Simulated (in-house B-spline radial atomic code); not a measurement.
# Ca⁵⁺: excited configurations in jj coupling

Aim: the energies of several excited configurations of Ca⁵⁺ above a reference configuration, each from its own self-consistent run.

Program: in-house B-spline radial atomic code version 1. Level of theory: Dirac-Hartree-Fock, average of configuration, Fermi nucleus, basis-set limit. These are calculated values, not measurements, unless marked.

## (1) The system

- element: calcium (Z = 20)
- charge: +5
- electrons: 15
- configuration: 1s2 2s2 2p6 3s2 3p-2 3p+1
- Hamiltonian: Dirac-Coulomb
- nucleus: Fermi, rms radius 3.478 fm

In configurations, a minus sign after the shell means j = l − 1/2 and a plus sign j = l + 1/2; the count of electrons follows.

Settings of the run:

```ini
Z = 20
electrons = 15.0
configuration = 1s2 2s2 2p6 3s2 3p-2 3p+1
hamiltonian = dirac
method = hf
spin_polarised = False
nucleus = fermi
rms_radius = 3.4776
mass_number = 40
atomic_mass = 39.96259085
speed_of_light = 137.035999084
```

This reference run was done before. Its total energy is -671.670273 hartree, and its levels are (the highest eight at most):

```tsv
orbital	occupation	energy (eV)	<r> (bohr)
1s1/2	2	-4170.68	0.07675
2s1/2	2	-542.48	0.3597
2p1/2	2	-455.48	0.3226
2p3/2	4	-450.22	0.3263
3s1/2	2	-127.16	1.075
3p3/2	1	-105.52	1.127
3p1/2	2	-104.91	1.125
```

## (2) Configuration 1s2 2s2 2p6 3s1 3p-2 3p+1 5f+1

Settings of the run:

```ini
Z = 20
electrons = 15.0
configuration = 1s2 2s2 2p6 3s1 3p-2 3p+1 5f+1
hamiltonian = dirac
method = hf
spin_polarised = False
nucleus = fermi
rms_radius = 3.4776
mass_number = 40
atomic_mass = 39.96259085
speed_of_light = 137.035999084
```

## (3) Run with 1s2 2s2 2p6 3s2 3p+2 6p-1

The settings differ from step 2 so:

```diff
@@ -2,3 +2,3 @@
 electrons = 15.0
-configuration = 1s2 2s2 2p6 3s1 3p-2 3p+1 5f+1
+configuration = 1s2 2s2 2p6 3s2 3p+2 6p-1
 hamiltonian = dirac
```

## (4) 1s2 2s2 2p6 3s2 3p-2 7d-1

The settings differ from step 3 so:

```diff
@@ -2,3 +2,3 @@
 electrons = 15.0
-configuration = 1s2 2s2 2p6 3s2 3p+2 6p-1
+configuration = 1s2 2s2 2p6 3s2 3p-2 7d-1
 hamiltonian = dirac
```

## (5) Configuration 1s2 2s2 2p6 3s1 3p-1 3p+2 6s1

The settings differ from step 4 so:

```diff
@@ -2,3 +2,3 @@
 electrons = 15.0
-configuration = 1s2 2s2 2p6 3s2 3p-2 7d-1
+configuration = 1s2 2s2 2p6 3s1 3p-1 3p+2 6s1
 hamiltonian = dirac
```

## (6) Configuration 1s2 2s2 2p6 3s1 3p-1 3p+2 5p-1

The settings differ from step 5 so:

```diff
@@ -2,3 +2,3 @@
 electrons = 15.0
-configuration = 1s2 2s2 2p6 3s1 3p-1 3p+2 6s1
+configuration = 1s2 2s2 2p6 3s1 3p-1 3p+2 5p-1
 hamiltonian = dirac
```

## (7) Run with 1s2 2s2 2p-1 2p+4 3s2 3p-2 3p+1 6p+1

The settings differ from step 6 so:

```diff
@@ -2,3 +2,3 @@
 electrons = 15.0
-configuration = 1s2 2s2 2p6 3s1 3p-1 3p+2 5p-1
+configuration = 1s2 2s2 2p-1 2p+4 3s2 3p-2 3p+1 6p+1
 hamiltonian = dirac
```

## (8) 1s2 2s2 2p-2 2p+3 3s2 3p-2 3p+1 6s1

The settings differ from step 7 so:

```diff
@@ -2,3 +2,3 @@
 electrons = 15.0
-configuration = 1s2 2s2 2p-1 2p+4 3s2 3p-2 3p+1 6p+1
+configuration = 1s2 2s2 2p-2 2p+3 3s2 3p-2 3p+1 6s1
 hamiltonian = dirac
```

## (9) Configuration 1s2 2s2 2p-2 2p+3 3s2 3p-2 3p+1 4p-1

The settings differ from step 8 so:

```diff
@@ -2,3 +2,3 @@
 electrons = 15.0
-configuration = 1s2 2s2 2p-2 2p+3 3s2 3p-2 3p+1 6s1
+configuration = 1s2 2s2 2p-2 2p+3 3s2 3p-2 3p+1 4p-1
 hamiltonian = dirac
```

## (10) 1s2 2s2 2p6 3s1 3p-2 3p+1 4d-1

The settings differ from step 9 so:

```diff
@@ -2,3 +2,3 @@
 electrons = 15.0
-configuration = 1s2 2s2 2p-2 2p+3 3s2 3p-2 3p+1 4p-1
+configuration = 1s2 2s2 2p6 3s1 3p-2 3p+1 4d-1
 hamiltonian = dirac
```

How far above the reference does each configuration lie (order and size, in eV)?

The runs gave:

| net move | configuration | energy above the reference (eV) | with Breit, QED, recoil (eV) | largest <r> (bohr) |
| --- | --- | --- | --- | --- |
| 2×3p1/2 → 3p3/2, 6p1/2 | 1s2 2s2 2p6 3s2 3p+2 6p-1 | 87.775 | 87.727 | 6.89 |
| 3s → 4d3/2 | 1s2 2s2 2p6 3s1 3p-2 3p+1 4d-1 | 89.961 | 89.920 | 2.88 |
| 3p3/2 → 7d3/2 | 1s2 2s2 2p6 3s2 3p-2 7d-1 | 93.961 | 93.947 | 10.7 |
| 3p1/2, 3s → 3p3/2, 5p1/2 | 1s2 2s2 2p6 3s1 3p-1 3p+2 5p-1 | 99.477 | 99.421 | 4.45 |
| 3s → 5f7/2 | 1s2 2s2 2p6 3s1 3p-2 3p+1 5f+1 | 106.48 | 106.44 | 5.07 |
| 3p1/2, 3s → 3p3/2, 6s | 1s2 2s2 2p6 3s1 3p-1 3p+2 6s1 | 107.25 | 107.19 | 6.46 |
| 2p3/2 → 4p1/2 | 1s2 2s2 2p-2 2p+3 3s2 3p-2 3p+1 4p-1 | 395.13 | 394.96 | 2.48 |
| 2p3/2 → 6s | 1s2 2s2 2p-2 2p+3 3s2 3p-2 3p+1 6s1 | 423.49 | 423.32 | 6.39 |
| 2p1/2 → 6p3/2 | 1s2 2s2 2p-1 2p+4 3s2 3p-2 3p+1 6p+1 | 430.46 | 430.17 | 6.76 |

The lowest of them is 2×3p1/2 → 3p3/2, 6p1/2 at 87.775 eV and the highest 2p1/2 → 6p3/2 at 430.46 eV. 4 of them lie more than 2 % above the ionisation threshold that Koopmans' theorem gives (104.91 eV), where such states can decay by emitting an electron. Two partly filled shells share a symmetry and can mix in the average, which may lower the energy, for: 3p1/2, 3s → 3p3/2, 5p1/2; 3p1/2, 3s → 3p3/2, 6s; 2p3/2 → 4p1/2; 2p3/2 → 6s; 2p1/2 → 6p3/2. These are averages over configurations, without correlation, not spectroscopic levels.
